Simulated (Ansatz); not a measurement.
**GeNH4 (quartet): the correlation ladder at distance Ge1–H5 along a hydrogen transfer = 1.534 Å, cc-pVDZ**

An exercise on one series of results from a longer session: the logs are not shown, and one member is left open.

The runs use Ansatz 0.2.0, Gaussian basis; cc-pVDZ, core rule «outside noble gas», up to 15 orbitals frozen.

Plan: UHF; CCSD(T) on ROHF; CCSD(T) on UHF; BCCD(T) on ROHF; CISD; CCSDT(Q) on ROHF; CCSDT(Q) on UHF; CASSCF and MRCISD+Q, 5 electrons in 5 orbitals; CASSCF and NEVPT2, 5 electrons in 5 orbitals.

10 further runs of the same task are left out: 2 for a mislabelled method, 8 that didn't finish.

**The system**

The geometry derives from fragments relaxed apart (PBE0/def2-TZVP) and kept rigid, so it is no stationary point. A hydrogen atom is moved between rigid fragments. No spin-orbit coupling is included. The filled d shell of Ge may be among the frozen orbitals whatever the setting's name suggests; the logs give the count.

6 atoms, charge 0, spin multiplicity 4.

Atoms are counted from 1 here; the program's logs count them from 0.

Bond lengths: Ge1–H2 1.534 Å, Ge1–H3 1.534 Å, Ge1–H4 1.534 Å, Ge1–H5 1.534 Å. Angles: H2–Ge1–H3 109.5°, H2–Ge1–H4 109.5°, H2–Ge1–H5 109.5°, H3–Ge1–H4 109.5°, H3–Ge1–H5 109.5°, H4–Ge1–H5 109.5°.

Geometry (Å):

| atom | x (Å) | y (Å) | z (Å) |
| --- | --- | --- | --- |
| Ge1 | -0.45861 | 0.00000 | 0.00000 |
| H2 | -0.97006 | 1.44660 | 0.00000 |
| H3 | -0.97006 | -0.72330 | 1.25279 |
| H4 | -0.97006 | -0.72330 | -1.25279 |
| H5 | 1.07574 | 0.00000 | 0.00000 |
| N6 | 2.51039 | 0.00000 | 0.00000 |

The first run:

The input, in.yaml:

```yaml
crystal:
  periodic: [false, false, false]
  atoms:
    - {symbol: Ge, position_ang: [-0.458608, 0.000000, 0.000000]}
    - {symbol: H, position_ang: [-0.970058, 1.446599, 0.000000]}
    - {symbol: H, position_ang: [-0.970058, -0.723300, 1.252792]}
    - {symbol: H, position_ang: [-0.970058, -0.723299, -1.252792]}
    - {symbol: H, position_ang: [1.075741, 0.000000, 0.000000]}
    - {symbol: N, position_ang: [2.510392, 0.000000, 0.000000]}
basis:
  gaussian: {orbitals: cc-pVDZ}
magnetization: {spin_polarized: true, initial_magnetization: 3}
hamiltonian: {xc: hf}
output: {orbitals: {seedname: orbitals}}
```

Command:

```sh
> ansatz run in.yaml --threads 1 --pin off --events-out ev --progress --plain --max-ram 2393MiB
```

Steps of the session up to this table: UHF; CCSD(T) on ROHF; CCSD(T) on UHF; BCCD(T) on ROHF; CISD; CCSDT(Q) on ROHF; CCSDT(Q) on UHF; CASSCF and MRCISD+Q, 5 electrons in 5 orbitals; CASSCF and NEVPT2, 5 electrons in 5 orbitals.

One table of the session follows, with a row left open; its other results are not shown here.

| method | from UCCSDT(Q) (kJ/mol) |
| --- | --- |
| ROHF | +666.4 |
| UHF | +649.1 |
| RMP2 | +138.5 |
| UMP2 | +135.8 |
| CISD | ? |
| RCCSD | +14.5 |
| UCCSD | +14.1 |
| RCCSD(T) | +3.1 |
| UCCSD(T) | +2.9 |
| BCCD(T) | +3.1 |
| RCCSDT | +0.7 |
| UCCSDT | +0.4 |
| RCCSDT(Q) | +0.2 |
| UCCSDT(Q) | 0 |
| CASSCF pair | +621.8 |
| NEVPT2 pair | +133.7 |

Estimate the missing values for CISD.

As computed: from UCCSDT(Q) (kJ/mol): +64.2. In the column «from UCCSDT(Q) (kJ/mol)» it lies between RCCSD (+14.5) and NEVPT2 pair (+133.7).

Not comparable, so not listed: CASSCF and MRCISD+Q, 5 electrons in 5 orbitals (they don't share determinant, frozen orbitals or solution with the rows shown, or repeat one).

Limits of these values: Restricted and unrestricted rows rest on different reference determinants; where their highest levels disagree by more than a few hundredths of an eV, they describe different states and don't form one ladder. Warnings in the runs' records: passed over end.
